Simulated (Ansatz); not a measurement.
# H4O3SZr: one molecule under many settings

Aim: run H4O3SZr under a spread of inputs, and see what each costs and gives.

Program: Ansatz 0.2.0, Gaussian basis. Level of theory: the settings change from run to run. These are calculated values, not measurements.

### 1 The geometry

The structure was relaxed beforehand with PBE0-D4 in a triple-zeta def2 set. Zr takes a core potential in def2 sets; no spin-orbit term is included.

9 atoms, charge 0, spin multiplicity 1.

Atoms are counted from 1 here; the program's logs count them from 0.

Bond lengths: O1–Zr2 1.913 Å, O1–H6 0.953 Å, Zr2–O3 1.917 Å, Zr2–O4 1.918 Å, Zr2–S5 2.480 Å, O3–H7 0.952 Å, O4–H8 0.952 Å, S5–H9 1.346 Å. Angles: Zr2–O1–H6 164.0°, O1–Zr2–O3 113.0°, O1–Zr2–O4 111.5°, O1–Zr2–S5 104.7°, O3–Zr2–O4 108.8°, O3–Zr2–S5 109.1°, O4–Zr2–S5 109.6°, Zr2–O3–H7 164.1°, Zr2–O4–H8 164.0°, Zr2–S5–H9 92.2°.

### 2 wB97X-V/STO-3G

This run has charge -1, multiplicity 2, atoms shaken by 0.08 Å, the search for lower states set to full.

in.yaml

```yaml
crystal:
  periodic: [false, false, false]
  atoms:
    - {symbol: O, position_ang: [-0.581575, 1.788521, -0.751742]}
    - {symbol: Zr, position_ang: [-0.131466, 0.251378, 0.017144]}
    - {symbol: O, position_ang: [-0.115056, -1.250817, -1.384942]}
    - {symbol: O, position_ang: [-1.204067, -0.394723, 1.461320]}
    - {symbol: S, position_ang: [2.245300, 0.355715, 0.648088]}
    - {symbol: H, position_ang: [-0.825424, 2.671266, -1.048198]}
    - {symbol: H, position_ang: [-0.374194, -1.992050, -2.026724]}
    - {symbol: H, position_ang: [-1.445624, -0.532407, 2.378853]}
    - {symbol: H, position_ang: [2.405545, -0.958634, 0.802467]}
basis:
  gaussian: {orbitals: STO-3G}
total_charge: -1
magnetization: {spin_polarized: true, initial_magnetization: 1}
hamiltonian: {xc: {name: wB97X-V}}
scf: {lower_state_search: full}
output: {forces: true}
```

Run with:

```bash
ansatz run in.yaml --threads 4 --pin off --events-out ev --progress --plain --max-ram 10444MiB
```

What it wrote, shortened:

```text
Functional definition: wB97X-V
  name "wB97X-V"
  cite "Mardirossian & Head-Gordon, Phys. Chem. Chem. Phys. 16, 9904 (2014) doi:10.1039/C3CP54374A"
  cite "Becke, J. Chem. Phys. 107, 8554 (1997) doi:10.1063/1.475007"
  cite "Vydrov & Van Voorhis, J. Chem. Phys. 133, 244103 (2010) doi:10.1063/1.3521275"
[...]
      + integral(e_c_pw_opposite_spin*poly(b97_u_opposite, cos0, cos1)) + vv10(b, c)
699 factors; integrals over basis functions are off by at most 8.6e-5 eV
209 factors; integrals over basis functions are off by at most 2.0e-6 eV
[...]
mean field -112199.64222626 eV, -4123.2608001660 hartree, gradient 1.2e-6 eV, S^2 0.752332; 13 other end points of the search recorded, 0 dependent functions left out
[...]
reference -112199.64222494 eV, -4123.2608001174 hartree; 43, 42 occupied and 12, 13 virtual orbitals, 699 factors
Total energy: -112199.64222494 eV, -4123.2608001174 hartree
Atom 0 at    -0.581575     1.788521    -0.751742 Å, force    -1.522029     3.163849    -2.058950 eV/Å
Atom 1 at    -0.131466     0.251378     0.017144 Å, force     1.542684    -6.852147     1.663013 eV/Å
Atom 2 at    -0.115056    -1.250817    -1.384942 Å, force     0.408369     1.265223     1.015061 eV/Å
Atom 3 at    -1.204067    -0.394723     1.461320 Å, force     0.586121     0.511452    -2.390367 eV/Å
Atom 4 at     2.245300     0.355715     0.648088 Å, force    -0.252074     0.335884     0.117235 eV/Å
Atom 5 at    -0.825424     2.671266    -1.048198 Å, force    -0.542112     2.541436    -1.059635 eV/Å
Atom 6 at    -0.374194    -1.992050    -2.026724 Å, force     0.014732     0.281591     0.243720 eV/Å
Atom 7 at    -1.445624    -0.532407     2.378853 Å, force    -0.797200    -0.361563     2.684281 eV/Å
Atom 8 at     2.405545    -0.958634     0.802467 Å, force     0.561509    -0.885724    -0.214358 eV/Å
Dipole moment:    -0.648627     0.247395     0.031581 e Å
```

Wall time 55 s (4 threads of Arm Neoverse V1, shared host).

Largest force 7.218 eV/Å, ⟨S²⟩ 0.752.

### 3 PBEsol/def2-SVPD

This run has density fitting with def2-universal-jkfit, a grid of angular degree 11, high accuracy.

in.yaml

```yaml
crystal:
  periodic: [false, false, false]
  atoms:
    - {symbol: O, position_ang: [-0.633322, 1.855435, -0.635481]}
    - {symbol: Zr, position_ang: [-0.050958, 0.131625, -0.043461]}
    - {symbol: O, position_ang: [-0.095076, -1.192138, -1.429831]}
    - {symbol: O, position_ang: [-1.092543, -0.492283, 1.440863]}
    - {symbol: S, position_ang: [2.298026, 0.473300, 0.675926]}
    - {symbol: H, position_ang: [-1.012753, 2.571731, -1.135929]}
    - {symbol: H, position_ang: [-0.300707, -1.954972, -1.961214]}
    - {symbol: H, position_ang: [-1.605614, -0.544993, 2.241183]}
    - {symbol: H, position_ang: [2.492956, -0.847705, 0.847944]}
basis:
  gaussian: {orbitals: def2-SVPD, fitting: {mean_field: def2-universal-jkfit}, final_grid: {core_spheres: 5, valence_spheres: 4, degree: 11}}
hamiltonian: {xc: {name: PBEsol}}
accuracy: high
output: {forces: true}
```

Launched as before.

What it wrote, shortened:

```text
Functional definition: PBEsol
  name "PBEsol"
  cite "Perdew et al., Phys. Rev. Lett. 100, 136406 (2008) doi:10.1103/PhysRevLett.100.136406"
  cite "Perdew, Burke & Ernzerhof, Phys. Rev. Lett. 77, 3865 (1996) doi:10.1103/PhysRevLett.77.3865"
  parent pbesol
[...]
686 factors; integrals over basis functions are off by at most 3.3e-1 eV
[...]
mean field -18270.69210599 eV, -671.4355505751 hartree, gradient 2.3e-8 eV, S^2 0.000000; 0 other end points of the search recorded, 0 dependent functions left out
[...]
reference -18270.69211250 eV, -671.4355508143 hartree; 28, 28 occupied and 134, 134 virtual orbitals, 686 factors
Total energy: -18270.69211250 eV, -671.4355508143 hartree
Atom 0 at    -0.633322     1.855435    -0.635481 Å, force     0.232307    -0.111372     0.183812 eV/Å
Atom 1 at    -0.050958     0.131625    -0.043461 Å, force    -0.021274    -0.201142     0.247391 eV/Å
Atom 2 at    -0.095076    -1.192138    -1.429831 Å, force     0.126553     0.455052     0.214917 eV/Å
Atom 3 at    -1.092543    -0.492283     1.440863 Å, force     0.354376     0.014625    -0.621907 eV/Å
Atom 4 at     2.298026     0.473300     0.675926 Å, force     0.060108     0.570163    -0.066319 eV/Å
Atom 5 at    -1.012753     2.571731    -1.135929 Å, force    -0.276790     0.566400    -0.343198 eV/Å
Atom 6 at    -0.300707    -1.954972    -1.961214 Å, force    -0.119959    -0.683066    -0.431226 eV/Å
Atom 7 at    -1.605614    -0.544993     2.241183 Å, force    -0.431227    -0.093568     0.736662 eV/Å
Atom 8 at     2.492956    -0.847705     0.847944 Å, force     0.075906    -0.517092     0.079868 eV/Å
Dipole moment:    -0.663720    -0.191720    -0.171353 e Å
```

It took 1.2 s on 4 threads of Arm Neoverse V1, shared host.

Largest force 0.859 eV/Å, dipole 3.42 D.

### 4 B3LYP5/ANO-RCC-VTZP

Edit in.yaml of step 3 so:

```diff
@@ -13,5 +13,3 @@
 basis:
-  gaussian: {orbitals: def2-SVPD, fitting: {mean_field: def2-universal-jkfit}, final_grid: {core_spheres: 5, valence_spheres: 4, degree: 11}}
-hamiltonian: {xc: {name: PBEsol}}
-accuracy: high
-output: {forces: true}
+  gaussian: {orbitals: ANO-RCC-VTZP}
+hamiltonian: {xc: {name: B3LYP5}}
```

Launched as before.

What it wrote, shortened:

```text
Functional definition: B3LYP5
  name "B3LYP5"
  cite "Stephens, Devlin, Chabalowski & Frisch, J. Phys. Chem. 98, 11623 (1994) doi:10.1021/j100096a001"
  cite "Becke, Phys. Rev. A 38, 3098 (1988) doi:10.1103/PhysRevA.38.3098"
  cite "Lee, Yang & Parr, Phys. Rev. B 37, 785 (1988) doi:10.1103/PhysRevB.37.785"
  cite "Vosko, Wilk & Nusair, Can. J. Phys. 58, 1200 (1980) doi:10.1139/p80-159"
[...]
1919 factors; their error is unknown
[...]
mean field -114995.54528153 eV, -4226.0083423160 hartree, gradient 7.7e-5 eV, S^2 0.000000; 0 other end points of the search recorded, 0 dependent functions left out
reference -114995.54562219 eV, -4226.0083548350 hartree; 42, 42 occupied and 206, 206 virtual orbitals, 1919 factors
Total energy: -114995.54562219 eV, -4226.0083548350 hartree
Relativity: scalar
```

Run time: 9 s. Hardware: 4 threads of Arm Neoverse V1, shared host; peak memory 0.9 GiB.

### 5 BLYP/def2-TZVP

Set apart from the defaults: atoms shaken by 0.08 Å, D4 dispersion.

in.yaml

```yaml
crystal:
  periodic: [false, false, false]
  atoms:
    - {symbol: O, position_ang: [-0.690403, 1.767400, -0.521324]}
    - {symbol: Zr, position_ang: [-0.012973, 0.148473, 0.002660]}
    - {symbol: O, position_ang: [-0.088458, -1.299689, -1.489215]}
    - {symbol: O, position_ang: [-1.039870, -0.519963, 1.426201]}
    - {symbol: S, position_ang: [2.343154, 0.571900, 0.659522]}
    - {symbol: H, position_ang: [-1.046099, 2.571627, -1.176367]}
    - {symbol: H, position_ang: [-0.391609, -1.926759, -1.861145]}
    - {symbol: H, position_ang: [-1.571025, -0.281687, 2.255919]}
    - {symbol: H, position_ang: [2.424409, -0.818268, 0.863517]}
basis:
  gaussian: {orbitals: def2-TZVP}
hamiltonian: {xc: {name: BLYP}, dispersion: d4}
output: {forces: true}
```

Same command.

What it wrote, shortened:

```text
Functional definition: BLYP
  name "BLYP"
  cite "Becke, Phys. Rev. A 38, 3098 (1988) doi:10.1103/PhysRevA.38.3098"
  cite "Lee, Yang & Parr, Phys. Rev. B 37, 785 (1988) doi:10.1103/PhysRevB.37.785"
[...]
1211 factors; their error is unknown
[...]
mean field -18328.53738233 eV, -673.5613252718 hartree, gradient 1.2e-5 eV, S^2 0.000000; 0 other end points of the search recorded, 0 dependent functions left out
[...]
reference -18328.53783606 eV, -673.5613419460 hartree; 28, 28 occupied and 166, 166 virtual orbitals, 1211 factors
Total energy: -18328.96019240 eV, -673.5768632554 hartree
Atom 0 at    -0.690403     1.767400    -0.521324 Å, force    -2.416542     5.950738    -3.460545 eV/Å
Atom 1 at    -0.012973     0.148473     0.002660 Å, force     1.704074    -3.737921    -2.433945 eV/Å
Atom 2 at    -0.088458    -1.299689    -1.489215 Å, force     6.619008    14.746378     9.215905 eV/Å
Atom 3 at    -1.039870    -0.519963     1.426201 Å, force    -2.073570    -0.055136     3.402037 eV/Å
Atom 4 at     2.343154     0.571900     0.659522 Å, force     0.274354    -0.941831     0.282544 eV/Å
Atom 5 at    -1.046099     2.571627    -1.176367 Å, force     1.325721    -3.068488     2.561125 eV/Å
Atom 6 at    -0.391609    -1.926759    -1.861145 Å, force    -6.463980   -13.309237    -7.842634 eV/Å
Atom 7 at    -1.571025    -0.281687     2.255919 Å, force     0.991227    -0.563420    -1.609592 eV/Å
Atom 8 at     2.424409    -0.818268     0.863517 Å, force     0.039707     0.978917    -0.114895 eV/Å
Dipole moment:    -0.721913     0.229055     0.010118 e Å
```

Wall time 2.3 s (4 threads of Arm Neoverse V1, shared host).

Largest force 18.606 eV/Å, dipole 3.64 D.

### 6 wPBEh/def2-mTZVP

Set apart from the defaults: high accuracy.

in.yaml

```yaml
crystal:
  periodic: [false, false, false]
  atoms:
    - {symbol: O, position_ang: [-0.633322, 1.855435, -0.635481]}
    - {symbol: Zr, position_ang: [-0.050958, 0.131625, -0.043461]}
    - {symbol: O, position_ang: [-0.095076, -1.192138, -1.429831]}
    - {symbol: O, position_ang: [-1.092543, -0.492283, 1.440863]}
    - {symbol: S, position_ang: [2.298026, 0.473300, 0.675926]}
    - {symbol: H, position_ang: [-1.012753, 2.571731, -1.135929]}
    - {symbol: H, position_ang: [-0.300707, -1.954972, -1.961214]}
    - {symbol: H, position_ang: [-1.605614, -0.544993, 2.241183]}
    - {symbol: H, position_ang: [2.492956, -0.847705, 0.847944]}
basis:
  gaussian: {orbitals: def2-mTZVP}
hamiltonian: {xc: {name: wPBEh}}
accuracy: high
```

The command is unchanged.

What it wrote, shortened:

```text
Functional definition: wPBEh
  name "wPBEh"
  cite "Heyd, Scuseria & Ernzerhof, J. Chem. Phys. 118, 8207 (2003) doi:10.1063/1.1564060"
  cite "Krukau, Vydrov, Izmaylov & Scuseria, J. Chem. Phys. 125, 224106 (2006) doi:10.1063/1.2404663"
  cite "Heyd & Scuseria, J. Chem. Phys. 120, 7274 (2004) doi:10.1063/1.1668634"
  cite "Ernzerhof & Perdew, J. Chem. Phys. 109, 3313 (1998) doi:10.1063/1.476928"
  cite "Perdew, Burke & Ernzerhof, Phys. Rev. Lett. 77, 3865 (1996) doi:10.1103/PhysRevLett.77.3865"
  parent pbe
[...]
2702 factors; integrals over basis functions are off by at most 1.7e-8 eV
155 factors; integrals over basis functions are off by at most 1.4e-9 eV
[...]
mean field -18321.16195813 eV, -673.2902834315 hartree, gradient 5.2e-8 eV, S^2 0.000000; 0 other end points of the search recorded, 0 dependent functions left out
reference -18321.16196633 eV, -673.2902837331 hartree; 28, 28 occupied and 111, 111 virtual orbitals, 2702 factors
Total energy: -18321.16196633 eV, -673.2902837331 hartree
```

Run time: 7 s. Hardware: 4 threads of Arm Neoverse V1, shared host; peak memory 0.69 GiB.

### 7 CAM-B3LYP/def2-TZVPP

Set apart from the defaults: charge +1, multiplicity 2.

Edit in.yaml of step 6 so:

```diff
@@ -13,4 +13,5 @@
 basis:
-  gaussian: {orbitals: def2-mTZVP}
-hamiltonian: {xc: {name: wPBEh}}
-accuracy: high
+  gaussian: {orbitals: def2-TZVPP}
+total_charge: 1
+magnetization: {spin_polarized: true, initial_magnetization: 1}
+hamiltonian: {xc: {name: CAM-B3LYP}}
```

Same command.

What it wrote, shortened:

```text
Functional definition: CAM-B3LYP
  name "CAM-B3LYP"
  cite "Yanai, Tew & Handy, Chem. Phys. Lett. 393, 51 (2004) doi:10.1016/j.cplett.2004.06.011"
  cite "Iikura, Tsuneda, Yanai & Hirao, J. Chem. Phys. 115, 3540 (2001) doi:10.1063/1.1383587"
  cite "Becke, Phys. Rev. A 38, 3098 (1988) doi:10.1103/PhysRevA.38.3098"
  cite "Lee, Yang & Parr, Phys. Rev. B 37, 785 (1988) doi:10.1103/PhysRevB.37.785"
  cite "Vosko, Wilk & Nusair, Can. J. Phys. 58, 1200 (1980) doi:10.1139/p80-159"
[...]
  # Exact exchange under (alpha + beta erf(omega r))/r, Becke's under what is left of 1/r.
[...]
1331 factors; their error is unknown
328 factors; integrals over basis functions are off by at most 1.3e-5 eV
[...]
mean field -18320.62265094 eV, -673.2704642580 hartree, gradient 1.7e-5 eV, S^2 0.754972; 2 other end points of the search recorded, 0 dependent functions left out
reference -18320.62280170 eV, -673.2704697984 hartree; 28, 27 occupied and 219, 220 virtual orbitals, 1331 factors
Total energy: -18320.62280170 eV, -673.2704697984 hartree
```

Wall time 11 s (4 threads of Arm Neoverse V1, shared host); peak memory 0.98 GiB.

⟨S²⟩ 0.755.

### 8 B97M-V/def2-SVP

Options: charge -1, multiplicity 2.

Edit in.yaml of step 7 so:

```diff
@@ -13,5 +13,6 @@
 basis:
-  gaussian: {orbitals: def2-TZVPP}
-total_charge: 1
+  gaussian: {orbitals: def2-SVP}
+total_charge: -1
 magnetization: {spin_polarized: true, initial_magnetization: 1}
-hamiltonian: {xc: {name: CAM-B3LYP}}
+hamiltonian: {xc: {name: B97M-V}}
+output: {forces: true}
```

Same command.

What it wrote, shortened:

```text
Functional definition: B97M-V
  name "B97M-V"
  cite "Mardirossian & Head-Gordon, J. Chem. Phys. 142, 074111 (2015) doi:10.1063/1.4907719"
  cite "Becke, J. Chem. Phys. 107, 8554 (1997) doi:10.1063/1.475007"
  cite "Vydrov & Van Voorhis, J. Chem. Phys. 133, 244103 (2010) doi:10.1063/1.3521275"
  # Of w^i u^j: cxij and so on, Table III.
[...]
  gx(w, u) = cx00 + cx01*u + cx02*u^2 + (cx10 + cx11*u)*w
  gss(w, u) = css00 + css02*u^2 + css10*w + (css32*w^3 + css42*w^4)*u^2
  gos(w, u) = cos00 + cos01*u + cos03*u^3 + cos10*w + cos32*w^3*u^2
[...]
      + integral(e_c_pw_mod_opposite_spin*gos(b97_w_opposite, b97_u_opposite)) + vv10(b, c)
1144 factors; their error is unknown
[...]
mean field -18315.21152749 eV, -673.0716091388 hartree, gradient 5.9e-5 eV, S^2 0.750837; 4 other end points of the search recorded, 0 dependent functions left out
[...]
reference -18315.21162103 eV, -673.0716125765 hartree; 29, 28 occupied and 82, 83 virtual orbitals, 1144 factors
Total energy: -18315.21162103 eV, -673.0716125765 hartree
Atom 0 at    -0.633322     1.855435    -0.635481 Å, force     0.068398     0.234607     0.062249 eV/Å
Atom 1 at    -0.050958     0.131625    -0.043461 Å, force    -0.245135    -0.109986    -0.079239 eV/Å
Atom 2 at    -0.095076    -1.192138    -1.429831 Å, force     0.180675    -0.030115    -0.164194 eV/Å
Atom 3 at    -1.092543    -0.492283     1.440863 Å, force    -0.006640    -0.119066     0.151662 eV/Å
Atom 4 at     2.298026     0.473300     0.675926 Å, force     0.398741     0.564441     0.064907 eV/Å
Atom 5 at    -1.012753     2.571731    -1.135929 Å, force    -0.142077     0.079751    -0.132303 eV/Å
Atom 6 at    -0.300707    -1.954972    -1.961214 Å, force    -0.111782    -0.153234    -0.072898 eV/Å
Atom 7 at    -1.605614    -0.544993     2.241183 Å, force    -0.136589     0.021007     0.123063 eV/Å
Atom 8 at     2.492956    -0.847705     0.847944 Å, force    -0.005590    -0.487405     0.046754 eV/Å
Dipole moment:    -0.139134    -0.086711    -0.011286 e Å
```

Run time: 18 s. Hardware: 4 threads of Arm Neoverse V1, shared host.

Largest force 0.694 eV/Å, ⟨S²⟩ 0.751.

### 9 SPW92/def2-SVPD

Edit in.yaml of step 8 so:

```diff
@@ -13,6 +13,4 @@
 basis:
-  gaussian: {orbitals: def2-SVP}
-total_charge: -1
-magnetization: {spin_polarized: true, initial_magnetization: 1}
-hamiltonian: {xc: {name: B97M-V}}
+  gaussian: {orbitals: def2-SVPD}
+hamiltonian: {xc: {name: SPW92}}
 output: {forces: true}
```

The command is unchanged.

What it wrote, shortened:

```text
Functional definition: SPW92
  name "SPW92"
  cite "Dirac, Proc. Camb. Phil. Soc. 26, 376 (1930) doi:10.1017/S0305004100016108"
  cite "Slater, Phys. Rev. 81, 385 (1951) doi:10.1103/PhysRev.81.385"
  cite "Perdew & Wang, Phys. Rev. B 45, 13244 (1992) doi:10.1103/PhysRevB.45.13244"
[...]
1359 factors; their error is unknown
[...]
mean field -18237.10515153 eV, -670.2012527649 hartree, gradient 7.1e-5 eV, S^2 0.000000; 0 other end points of the search recorded, 0 dependent functions left out
[...]
reference -18237.10520940 eV, -670.2012548914 hartree; 28, 28 occupied and 134, 134 virtual orbitals, 1359 factors
Total energy: -18237.10520940 eV, -670.2012548914 hartree
Atom 0 at    -0.633322     1.855435    -0.635481 Å, force     0.316085    -0.608406     0.384305 eV/Å
Atom 1 at    -0.050958     0.131625    -0.043461 Å, force     0.206621     0.014834     0.048909 eV/Å
Atom 2 at    -0.095076    -1.192138    -1.429831 Å, force     0.136089     0.611316     0.476038 eV/Å
Atom 3 at    -1.092543    -0.492283     1.440863 Å, force     0.419815     0.090937    -0.649898 eV/Å
Atom 4 at     2.298026     0.473300     0.675926 Å, force    -0.258044     0.527655    -0.123896 eV/Å
Atom 5 at    -1.012753     2.571731    -1.135929 Å, force    -0.317612     0.628257    -0.400004 eV/Å
Atom 6 at    -0.300707    -1.954972    -1.961214 Å, force    -0.153033    -0.637469    -0.475482 eV/Å
Atom 7 at    -1.605614    -0.544993     2.241183 Å, force    -0.437480    -0.082349     0.670087 eV/Å
Atom 8 at     2.492956    -0.847705     0.847944 Å, force     0.087561    -0.544774     0.069942 eV/Å
Dipole moment:    -0.656790    -0.191868    -0.169880 e Å
```

It took 1.4 s on 4 threads of Arm Neoverse V1, shared host.

Largest force 0.810 eV/Å, dipole 3.39 D.

### 10 B3LYP5/ANO-RCC-VTZP

Set apart from the defaults: unrestricted orbitals.

Edit in.yaml of step 9 so:

```diff
@@ -13,4 +13,5 @@
 basis:
-  gaussian: {orbitals: def2-SVPD}
-hamiltonian: {xc: {name: SPW92}}
+  gaussian: {orbitals: ANO-RCC-VTZP}
+magnetization: {spin_polarized: true, initial_magnetization: 0}
+hamiltonian: {xc: {name: B3LYP5}}
 output: {forces: true}
```

The command is unchanged.

What it wrote, shortened:

```text
Functional definition: B3LYP5
  name "B3LYP5"
  cite "Stephens, Devlin, Chabalowski & Frisch, J. Phys. Chem. 98, 11623 (1994) doi:10.1021/j100096a001"
  cite "Becke, Phys. Rev. A 38, 3098 (1988) doi:10.1103/PhysRevA.38.3098"
  cite "Lee, Yang & Parr, Phys. Rev. B 37, 785 (1988) doi:10.1103/PhysRevB.37.785"
  cite "Vosko, Wilk & Nusair, Can. J. Phys. 58, 1200 (1980) doi:10.1139/p80-159"
[...]
1919 factors; their error is unknown
[...]
mean field -114995.54528115 eV, -4226.0083423021 hartree, gradient 3.4e-5 eV, S^2 0.000000; 0 other end points of the search recorded, 0 dependent functions left out
[...]
reference -114995.54562181 eV, -4226.0083548212 hartree; 42, 42 occupied and 206, 206 virtual orbitals, 1919 factors
Total energy: -114995.54562181 eV, -4226.0083548212 hartree
Relativity: scalar
Atom 0 at    -0.633322     1.855435    -0.635481 Å, force    -0.066585     0.222073    -0.061217 eV/Å
Atom 1 at    -0.050958     0.131625    -0.043461 Å, force     0.063555     0.001748     0.012413 eV/Å
Atom 2 at    -0.095076    -1.192138    -1.429831 Å, force    -0.001588    -0.151019    -0.177263 eV/Å
Atom 3 at    -1.092543    -0.492283     1.440863 Å, force    -0.136999    -0.088989     0.176528 eV/Å
Atom 4 at     2.298026     0.473300     0.675926 Å, force     0.221929     0.076836     0.061638 eV/Å
Atom 5 at    -1.012753     2.571731    -1.135929 Å, force    -0.039083     0.078787    -0.046060 eV/Å
Atom 6 at    -0.300707    -1.954972    -1.961214 Å, force    -0.018190    -0.078000    -0.063738 eV/Å
Atom 7 at    -1.605614    -0.544993     2.241183 Å, force    -0.056378    -0.014343     0.082157 eV/Å
Atom 8 at     2.492956    -0.847705     0.847944 Å, force     0.033339    -0.047094     0.015541 eV/Å
Dipole moment:    -0.649363    -0.178281    -0.166949 e Å
```

Run time: 23 s. Hardware: 4 threads of Arm Neoverse V1, shared host; peak memory 1.5 GiB.

Largest force 0.243 eV/Å, dipole 3.33 D, ⟨S²⟩ 0.000.

### 11 The runs in one table

| level | charge | multiplicity | geometry | functions | energy (eV) | time |
| --- | --- | --- | --- | --- | --- | --- |
| wB97X-V/STO-3G | -1 | 2 | shaken | 55 | -112199.642 | 55 s |
| PBEsol/def2-SVPD | 0 | 1 | relaxed | 162 | -18270.692 | 1.2 s |
| B3LYP5/ANO-RCC-VTZP | 0 | 1 | relaxed | 248 | -114995.546 | 9 s |
| BLYP/def2-TZVP | 0 | 1 | shaken | 194 | -18328.960 | 2.3 s |
| wPBEh/def2-mTZVP | 0 | 1 | relaxed | 139 | -18321.162 | 7 s |
| CAM-B3LYP/def2-TZVPP | 1 | 2 | relaxed | 247 | -18320.623 | 11 s |
| B97M-V/def2-SVP | -1 | 2 | relaxed | 111 | -18315.212 | 18 s |
| SPW92/def2-SVPD | 0 | 1 | relaxed | 162 | -18237.105 | 1.4 s |
| B3LYP5/ANO-RCC-VTZP | 0 | 1 | relaxed | 248 | -114995.546 | 23 s |

### 12 Summary of results

| quantity | value |
| --- | --- |
| runs | 9 |
| quickest | PBEsol/def2-SVPD, 1.2 s |
| slowest | wB97X-V/STO-3G, 55 s |
| spread of total energies, same state and geometry | 96758.4 eV |
| dipole, same state and geometry | 3.33 to 3.42 D |

What this shows: wB97X-V/STO-3G took 45 times as long as PBEsol/def2-SVPD. The jobs differ in tasks and options as well as level. The totals spread over 96758 eV; they can't be compared across methods or bases. Some of these runs are scalar-relativistic and others not, which shifts the totals of all-electron atoms past neon by eV; core potentials, where a basis has them, take the core out of the total altogether. At the PBE0-D4/def2-TZVP geometry and in the same state, runs without warnings or point charges leave forces up to 0.86 eV/Å (PBEsol/def2-SVPD), against 18.6 eV/Å where the atoms were moved. At that geometry and state the dipole changes by 3 % between the lowest and highest value.
